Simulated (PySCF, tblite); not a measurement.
**C3H9PSi: dynamics, then NMR shifts on frames**

Aim: move C3H9PSi (`P[SiH]1CCC1`) away from its starting geometry and see how NMR shifts follow the geometry.

Computed with tblite 0.8.0 and PySCF 2.14.0, with density-fitted response routines of our own, on a single molecule in the gas phase. Atoms are numbered from 0 throughout.

### 1 The starting structure

14 atoms, charge 0, multiplicity 1; geometry from: GFN2-xTB.

Bonds of the start (Å): P0–Si1 2.25, Si1–C2 1.92, C2–C3 1.54, C3–C4 1.54, C4–Si1 1.92, P0–H5 1.38, P0–H6 1.38, Si1–H7 1.47, C2–H8 1.09, C2–H9 1.09, C3–H10 1.09, C3–H11 1.09, C4–H12 1.09, C4–H13 1.09.

### 2 Thermal motion with GFN2-xTB

What the job is given:

```
{"job": {"kind": "md", "xc": "GFN2-xTB", "basis": "xTB", "temperature": 400, "steps": 2000, "every": 50, "frames": 5}, "charge": 0, "multiplicity": 1}
P      2.477075     0.190502    -1.285037
Si     0.506305     0.763844    -0.371685
C     -0.161864    -0.044103     1.240383
C     -1.456029    -0.450171     0.512075
C     -1.038984    -0.209196    -0.949336
H      3.220086     0.912456    -0.369601
H      2.623084    -0.981611    -0.564630
H      0.380014     2.228587    -0.412622
H      0.405842    -0.912403     1.571127
H     -0.323990     0.589084     2.108593
H     -2.274389     0.211918     0.790193
H     -1.765305    -1.474968     0.714072
H     -0.807472    -1.138884    -1.465839
H     -1.785052     0.314472    -1.539860
```

Method: GFN2-xTB Langevin dynamics, gas phase.

On the command line:

```bash
$ OMP_NUM_THREADS=1 python probes_run.py task.json out
```

The driver reads the jobs from task.json and runs them one after another.

Output:

```text
t/fs     T/K      E/eV
    0.0   309.9   -414.19825
   25.0   292.0   -413.94049
   50.0   161.4   -413.71662
   75.0   264.6   -413.85076
  100.0   248.6   -413.77036
  125.0   230.4   -413.69060
  150.0   281.7   -413.72061
  175.0   245.2   -413.71438
  200.0   284.5   -413.66404
  225.0   403.3   -413.71948
  250.0   265.3   -413.43447
  275.0   423.3   -413.61944
  300.0   297.6   -413.51152
  325.0   439.9   -413.80578
  350.0   400.5   -413.80178
  375.0   411.1   -413.57902
  400.0   421.2   -413.55914
  425.0   502.1   -413.44492
  450.0   474.8   -413.42835
  475.0   517.9   -413.43972
  500.0   555.5   -413.53644
  525.0   381.7   -413.30742
  550.0   528.6   -413.54035
  575.0   515.7   -413.52029
  600.0   462.3   -413.39813
  625.0   482.6   -413.48374
  650.0   526.4   -413.31115
  675.0   440.3   -413.30541
  700.0   508.3   -413.48634
  725.0   448.7   -413.47379
  750.0   587.6   -413.57087
  775.0   374.6   -413.25759
  800.0   410.2   -413.43204
  825.0   535.5   -413.42841
  850.0   478.8   -413.37644
  875.0   391.3   -413.37867
  900.0   430.1   -413.36593
  925.0   377.5   -413.35404
  950.0   556.2   -413.30566
  975.0   500.9   -413.29554
 1000.0   327.5   -413.28617
```

Run time: 11 s. Hardware: 1 thread of Intel Xeon Platinum 8488C, shared host; peak memory 0.18 GiB.

Distance from the start (root mean square after alignment): 0 fs 0.00 Å, 200 fs 0.94 Å, 400 fs 0.25 Å, 600 fs 0.58 Å, 800 fs 0.37 Å, 1000 fs 0.71 Å.

Positions (Å) and forces (eV/Å) at 1000 fs:

```xyz
14

P     2.009   -1.366   -1.228   -0.687   -1.480    1.284
Si    1.229    0.427   -0.242    2.214    0.783    0.116
C     1.096    0.057    1.654    0.547    1.248    0.975
C    -0.478   -0.052    1.435    1.604   -0.053    1.600
C    -0.577    0.200   -0.030   -1.796    0.224   -1.156
H     1.966   -0.947   -2.470    0.154    0.686   -1.658
H     3.289   -1.076   -0.991    1.073    0.250   -0.070
H     1.774    1.894   -0.620   -0.521   -1.307    0.316
H     1.590   -0.734    2.243   -0.393   -0.301   -0.953
H     1.508    0.957    2.301   -1.456   -1.077   -1.171
H    -0.855    0.809    1.953   -0.834   -0.102    0.635
H    -0.912   -1.016    1.738    0.264    0.576    0.169
H    -1.223   -0.506   -0.579    0.579    0.221    0.094
H    -0.989    1.183   -0.184   -0.747    0.333   -0.181
```

### 3 Nuclear shieldings: 250 fs, PBE0/pcSseg-1

What the job is given:

```
{"job": {"kind": "nmr", "xc": "PBE0", "basis": "pcSseg-1", "pop": false}, "charge": 0, "multiplicity": 1}
P      2.466900    -0.132300    -1.084500
Si     0.396200     0.473200    -0.649900
C     -0.301000     0.211100     1.141100
C     -1.349400    -0.911000     0.582200
C     -0.848700    -1.027400    -0.919400
H      2.060400    -1.164800    -1.923300
H      2.384600     0.847000    -2.030200
H      0.222100     1.958400    -1.238700
H      0.338800    -0.271800     1.911000
H     -0.628400     1.154300     1.641600
H     -2.372400    -0.717300     0.656500
H     -1.256200    -1.873600     1.160500
H     -0.395900    -1.985300    -1.182300
H     -1.734500    -0.777000    -1.497100
```

With the program's defaults for keys left out, this is: GIAO PBE0/pcSseg-1 NMR shielding, non-relativistic, gas phase.

Output:

```text
coarse grid: 12088 points
cycle   1  E = -750.0237584422  dE =  1.809e-01  |g| = 3.764e-01  |ddm| = 3.255e+00
cycle   2  E = -749.9973502921  dE =  2.641e-02  |g| = 4.890e-01  |ddm| = 8.790e-01
cycle   3  E = -750.0635934117  dE = -6.624e-02  |g| = 3.830e-02  |ddm| = 5.381e-01
cycle   4  E = -750.0639660587  dE = -3.726e-04  |g| = 1.560e-02  |ddm| = 7.454e-02
cycle   5  E = -750.0640316134  dE = -6.555e-05  |g| = 3.100e-03  |ddm| = 2.546e-02
cycle   6  E = -750.0640339084  dE = -2.295e-06  |g| = 1.061e-03  |ddm| = 5.523e-03
final grid: 105824 points
cycle   7  E = -750.0950894739  dE = -1.864e-05  |g| = 6.569e-03  |ddm| = 2.312e-02
cycle   8  E = -750.0950794845  dE =  9.989e-06  |g| = 8.881e-03  |ddm| = 1.526e-02
cycle   9  E = -750.0951010638  dE = -2.158e-05  |g| = 3.740e-04  |ddm| = 9.232e-03
cycle  10  E = -750.0951010926  dE = -2.882e-08  |g| = 1.139e-04  |ddm| = 5.552e-04
cycle  11  E = -750.0951010958  dE = -3.211e-09  |g| = 3.534e-05  |ddm| = 1.558e-04
cycle  12  E = -750.0951010961  dE = -2.944e-10  |g| = 9.961e-06  |ddm| = 4.269e-05
converged SCF energy = -750.0951010961

GIAO shielding tensors (ppm)
atom      isotropic    diamagn.    paramagn.     s11        s22        s33       span
  0 P      612.675     967.113    -354.438    515.289    634.954    687.782    172.493
  1 Si     336.015     878.727    -542.712    269.839    330.136    408.069    138.230
  2 C      159.040     252.367     -93.326    129.835    159.170    188.116     58.281
  3 C      157.493     248.429     -90.936    133.650    156.336    182.492     48.842
  4 C      156.154     253.879     -97.725    119.111    168.934    180.418     61.307
  5 H       30.477      30.106       0.371     25.067     28.540     37.825     12.758
  6 H       30.183      29.479       0.704     23.932     28.402     38.214     14.282
  7 H       24.794      27.506      -2.712     21.247     24.361     28.773      7.526
  8 H       29.067      30.890      -1.824     26.113     27.136     33.951      7.838
  9 H       29.255      30.072      -0.817     25.993     26.548     35.223      9.230
 10 H       30.123      32.050      -1.927     26.004     28.705     35.660      9.656
 11 H       28.557      29.971      -1.415     24.753     26.411     34.506      9.753
 12 H       29.819      31.525      -1.706     26.308     28.722     34.428      8.120
 13 H       28.877      30.863      -1.986     24.931     28.321     33.379      8.448
```

Run time: 18 s. Hardware: 1 thread of Intel Xeon Platinum 8488C, shared host; peak memory 0.71 GiB.

Shifts follow as δ = σ(reference) − σ, with reference shieldings (ppm) from runs at the same level and on the same kind of geometry: ¹H TMS 31.72, ¹³C TMS 186.9, ²⁹Si TMS 349.2, ³¹P H3PO4 318.4. The references are single molecules in the gas phase, so shifts against H2O, NH3, PH3, H3PO4 or CFCl3 are not on the usual liquid scales and can be off by tens of ppm. Each atom is listed at this fixed geometry, with no averaging over motion; a spectrum would average atoms that exchange fast.

```csv
atoms,environment,σ (ppm),δ (ppm)
C4,sp3 CH2 bonded to Si,156.2,30.8
C3,sp3 CH2 in a ring,157.5,29.4
C2,sp3 CH2 bonded to Si,159.0,27.9
H7,"hydrogen on a silicon bonded to 2 C, P, in a 4-membered ring",24.79,6.92
H11,hydrogen on an sp3 CH2 in a ring,28.56,3.16
H13,hydrogen on an sp3 CH2 bonded to Si,28.88,2.84
H8,hydrogen on an sp3 CH2 bonded to Si,29.07,2.65
H9,hydrogen on an sp3 CH2 bonded to Si,29.25,2.46
H12,hydrogen on an sp3 CH2 bonded to Si,29.82,1.90
H10,hydrogen on an sp3 CH2 in a ring,30.12,1.59
H6,hydrogen on a phosphorus bonded to Si,30.18,1.53
H5,hydrogen on a phosphorus bonded to Si,30.48,1.24
P0,"phosphorus bonded to Si, 2 H",612.7,-294.3
Si1,"silicon bonded to 2 C, P, H, in a 4-membered ring",336.0,13.1
```

Ring of atoms Si1, C2, C3, C4: NICS(0) 1.9, NICS(1) 0.0, NICS(1)zz 6.5 ppm (means of both faces).

The fields below are evaluated on a grid from the run's orbitals.

Frontier orbitals at PBE0/pcSseg-1, with the share of their density that lies nearest to each atom:

```csv
orbital,energy (eV),lies on
HOMO,-7.29,P0 46 %; C4 15 %; Si1 12 %
LUMO,-0.05,"Si1 26 %; P0 15 %; H5, H7 about 14 % each"
```

ELF in a plane through or near 5 of the atoms.

Ten even steps from ' ' (0.00) to '@' (1.00):
```
                                                        
                                                        
                                                        
                              ::####--                  
                              ##@@@@@@--                
                      ......::%%@@@@@@++                
          ..      ..::::======##@@@@%%::                
      ..**@@%%==..----....##%%##**++::                  
      ==@@@@@@%%--++..****::##**++**--::..              
      ++@@@@@@@@==**..####..--::==**##%%%%**..          
      ::##@@@@**::====::==%%##++**==%%@@@@@@--          
        ..::::......--**@@@@++==%%**##@@@@%%::          
              ..    ..--**======**==--++**--            
                      ..==**##**++::                    
                        --****++--..                    
                        ..::::..                        
                                                        
                                                        
                                                        
                                                        
```
The map spans 11.6 Å across and 9.4 Å up, centred on the molecule. Atoms in the plane (x, y in Å): Si1 (-0.8, 0.4), C4 (0.4, -1.1), H6 (-3.2, 0.4), H9 (1.2, 2.1), H10 (2.4, -0.3).

log10 of the density (e/Å³) in the same plane.

Values, 10 rows by 14 columns:
```
-4.0 -4.0 -4.0 -4.0 -4.0 -4.0 -4.0 -4.0 -4.0 -4.0 -4.0 -4.0 -4.0 -4.0
-4.0 -4.0 -4.0 -4.0 -4.0 -3.7 -3.5 -3.1 -2.6 -2.9 -3.7 -4.0 -4.0 -4.0
-4.0 -4.0 -3.8 -3.3 -2.9 -2.5 -2.3 -1.8 -1.0 -1.4 -2.7 -4.0 -4.0 -4.0
-4.0 -3.3 -2.4 -1.9 -1.7 -1.2 -0.9 -0.7  0.0 -0.8 -2.1 -3.5 -4.0 -4.0
-4.0 -2.6 -1.3 -0.3 -0.7 -0.3  1.1 -0.2 -0.3 -0.6 -1.4 -2.5 -3.9 -4.0
-4.0 -2.7 -1.5 -0.7 -0.8 -0.6 -0.2 -0.1 -0.1  0.2 -0.2 -1.8 -3.5 -4.0
-4.0 -3.3 -2.4 -1.8 -1.5 -1.3 -0.4  1.2  0.0 -0.6 -1.1 -2.3 -3.8 -4.0
-4.0 -4.0 -3.4 -2.7 -2.5 -2.2 -1.1 -0.5 -0.9 -1.9 -2.7 -3.6 -4.0 -4.0
-4.0 -4.0 -4.0 -4.0 -3.8 -3.3 -2.5 -2.1 -2.3 -3.0 -4.0 -4.0 -4.0 -4.0
-4.0 -4.0 -4.0 -4.0 -4.0 -4.0 -4.0 -3.9 -4.0 -4.0 -4.0 -4.0 -4.0 -4.0
```
The map spans 11.6 Å across and 9.4 Å up, centred on the molecule. Atoms in the plane (x, y in Å): Si1 (-0.8, 0.4), C4 (0.4, -1.1), H6 (-3.2, 0.4), H9 (1.2, 2.1), H10 (2.4, -0.3).

On the surface of density 0.002 e/bohr³ the electrostatic potential runs, from the 1st to the 99th percentile, from -0.94 V near P0 to 0.95 V near H7.

### 4 Shielding tensors: 425 fs, PBE0/pcSseg-1

What the job is given:

```
{"job": {"kind": "nmr", "xc": "PBE0", "basis": "pcSseg-1", "pop": false}, "charge": 0, "multiplicity": 1}
P      2.463700    -0.430300    -1.548500
Si     0.439700     0.012700    -0.776300
C     -0.067000     0.429600     1.010200
C     -0.824800    -0.926400     1.066200
C     -0.819200    -1.414800    -0.484600
H      2.838700     0.791600    -1.055800
H      3.108600    -1.144200    -0.548100
H     -0.086800     1.204400    -1.697900
H      0.575400     0.447600     1.882000
H     -0.568800     1.393900     0.942500
H     -1.875300    -0.630200     1.383500
H     -0.497900    -1.590600     1.804000
H     -0.510100    -2.449900    -0.562400
H     -1.852700    -1.327700    -0.897700
```

Method: GIAO PBE0/pcSseg-1 NMR shielding, non-relativistic, gas phase.

Output:

```text
coarse grid: 12088 points
cycle   1  E = -750.0285729675  dE =  2.713e-01  |g| = 3.839e-01  |ddm| = 3.257e+00
cycle   2  E = -750.0085396169  dE =  2.003e-02  |g| = 4.723e-01  |ddm| = 8.315e-01
cycle   3  E = -750.0686556445  dE = -6.012e-02  |g| = 4.302e-02  |ddm| = 5.061e-01
cycle   4  E = -750.0691456188  dE = -4.900e-04  |g| = 1.677e-02  |ddm| = 8.623e-02
cycle   5  E = -750.0692198869  dE = -7.427e-05  |g| = 3.001e-03  |ddm| = 2.607e-02
cycle   6  E = -750.0692218688  dE = -1.982e-06  |g| = 1.276e-03  |ddm| = 5.202e-03
final grid: 105824 points
cycle   7  E = -750.0999923464  dE = -2.119e-05  |g| = 6.677e-03  |ddm| = 2.455e-02
cycle   8  E = -750.0999826862  dE =  9.660e-06  |g| = 8.904e-03  |ddm| = 1.555e-02
cycle   9  E = -750.1000043422  dE = -2.166e-05  |g| = 3.225e-04  |ddm| = 9.359e-03
cycle  10  E = -750.1000043644  dE = -2.217e-08  |g| = 1.101e-04  |ddm| = 5.314e-04
cycle  11  E = -750.1000043677  dE = -3.313e-09  |g| = 3.291e-05  |ddm| = 1.741e-04
cycle  12  E = -750.1000043679  dE = -2.576e-10  |g| = 9.550e-06  |ddm| = 4.295e-05
converged SCF energy = -750.1000043679

GIAO shielding tensors (ppm)
atom      isotropic    diamagn.    paramagn.     s11        s22        s33       span
  0 P      591.961     966.760    -374.799    541.777    592.310    641.795    100.018
  1 Si     336.968     878.579    -541.611    276.951    342.152    391.801    114.850
  2 C      168.844     254.228     -85.384    144.059    167.168    195.305     51.246
  3 C      161.482     250.450     -88.968    135.118    163.512    185.816     50.699
  4 C      167.101     253.029     -85.927    144.688    167.639    188.977     44.289
  5 H       30.665      30.066       0.599     25.616     28.130     38.248     12.632
  6 H       29.983      30.573      -0.590     25.296     26.847     37.807     12.511
  7 H       25.056      27.520      -2.464     22.241     24.219     28.707      6.466
  8 H       30.310      32.058      -1.747     26.531     28.226     36.173      9.642
  9 H       29.822      31.970      -2.149     26.669     27.550     35.246      8.577
 10 H       27.645      29.533      -1.888     22.996     26.089     33.848     10.852
 11 H       30.283      32.538      -2.256     25.692     28.877     36.278     10.586
 12 H       30.272      30.909      -0.637     27.255     27.656     35.904      8.648
 13 H       28.937      29.881      -0.944     25.113     27.111     34.586      9.473
```

Wall time 12 s (1 thread of Intel Xeon Platinum 8488C, shared host); peak memory 0.79 GiB.

In short: δ C3 25.4, C4 19.8, C2 18.1, P0 -273.6, H7 6.66, H10 4.07 ppm.

(Part 1 of 2 ends here.)
